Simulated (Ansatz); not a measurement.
# SnTe (SMILES [Sn][Te]): revPBE/def2-TZVPPD (core potential)

What is the electronic atomisation energy of SnTe at revPBE/def2-TZVPPD (core potential)? 

The results are computed with Ansatz 0.2.0.

18 further runs of the same task are left out: 18 set aside as unsound or not needed.

### 1 The structure to begin with

The species is SnTe (2 atoms), meant as a singlet with charge 0. SMILES: `[Sn][Te]`. Geometry: relaxed at PBE0-D4/def2-TZVP.

Bond lengths: Sn1–Te2 2.518 Å.

### 2 A single-point energy at revPBE/def2-TZVPPD (core potential)

The input, job.yaml:

```yaml
crystal:
  periodic: [false, false, false]
  atoms:
    - {symbol: Sn, position_ang: [0.000000, 0.000000, 0.009440]}
    - {symbol: Te, position_ang: [-0.000000, -0.000000, 2.527330]}
basis:
  gaussian:
    orbitals: def2-TZVPPD.json
hamiltonian:
  xc: {name: revPBE}
accuracy: high
output: {orbitals: {seedname: orbitals}}
```

The basis set def2-TZVPPD is read from a file made from the Basis Set Exchange's data (not shown).

On the command line:

```bash
$ ansatz run job.yaml --threads 1 --pin off --max-ram 3480MiB --events-out events.jsonl --progress --plain --runs-dir runs
```

The log of the run:

```text
Warning: RAYON_NUM_THREADS=1 ignored (pool sized by the plan → 1); use --threads N
Functional definition: revPBE
  name "revPBE"
  parameter kappa = 1.245
  parameter beta = 0.06672455060314922
  exchange = pbe_x(kappa = kappa, mu = beta*pi^2/3)
  correlation = pbe_c(beta = beta)
2004 factors; integrals over basis functions are off by at most 2.3e-9 eV
mean field evaluation 1: about -13127.4709 eV, gradient 2.0e1 eV
mean field evaluation 2: about -13093.6052 eV, gradient 8.6e1 eV
mean field evaluation 4: about -13128.9190 eV, gradient 5.5e0 eV
mean field evaluation 8: about -13129.0042 eV, gradient 1.2e-1 eV
mean field evaluation 16: about -13129.0043 eV, gradient 5.6e-5 eV
mean field -13129.00429372 eV, -482.4820086356 hartree, gradient 2.0e-8 eV, S^2 0.000000; 0 other end points of the search recorded, 0 dependent functions left out
reference -13129.00429822 eV, -482.4820088008 hartree; 23, 23 occupied and 92, 92 virtual orbitals, 2004 factors
Total energy: -13129.00429822 eV, -482.4820088008 hartree
```

It took 9.6 s on 1 thread of Arm Neoverse V1, shared host; peak memory 0.29 GiB.

### 3 The Sn atom

The input, run.yaml:

```yaml
crystal:
  periodic: [false, false, false]
  atoms:
    - {symbol: Sn, position_ang: [0.000000, 0.000000, 0.000000]}
basis:
  gaussian: {orbitals: def2-TZVPPD.json}
magnetization: {spin_polarized: true, initial_magnetization: 2}
hamiltonian: {xc: {name: revPBE}}
accuracy: high
```

The basis set def2-TZVPPD is read from a file made from the Basis Set Exchange's data (not shown).

Run the same way, it converges to -214.30337 Eh (log not shown).

### 4 The Te atom, same level

The input, run.yaml:

```yaml
crystal:
  periodic: [false, false, false]
  atoms:
    - {symbol: Te, position_ang: [0.000000, 0.000000, 0.000000]}
basis:
  gaussian:
    orbitals: def2-TZVPPD.json
total_charge: 0
magnetization:
  spin_polarized: true
  initial_magnetization: 2
hamiltonian:
  xc: {name: revPBE}
accuracy: high
```

The basis set def2-TZVPPD is read from a file made from the Basis Set Exchange's data (not shown).

Run the same way, it converges to -268.03005 Eh (log not shown).

### 5 Outcome

Level: revPBE/def2-TZVPPD (core potential).

```
                     quantity          value
       molecule: total energy  -482.48201 Eh
        molecule: HOMO energy       -5.78 eV
        molecule: LUMO energy       -3.18 eV
      molecule: HOMO–LUMO gap        2.60 eV
        Sn atom: total energy  -214.30337 Eh
                Sn atom: ⟨S²⟩          2.002
        Te atom: total energy  -268.03005 Eh
                Te atom: ⟨S²⟩          2.003
electronic atomisation energy       4.044 eV
```

In words: Taking the molecule apart into free atoms costs 4.04 eV (390 kJ/mol), before zero-point energy and without spin-orbit coupling.
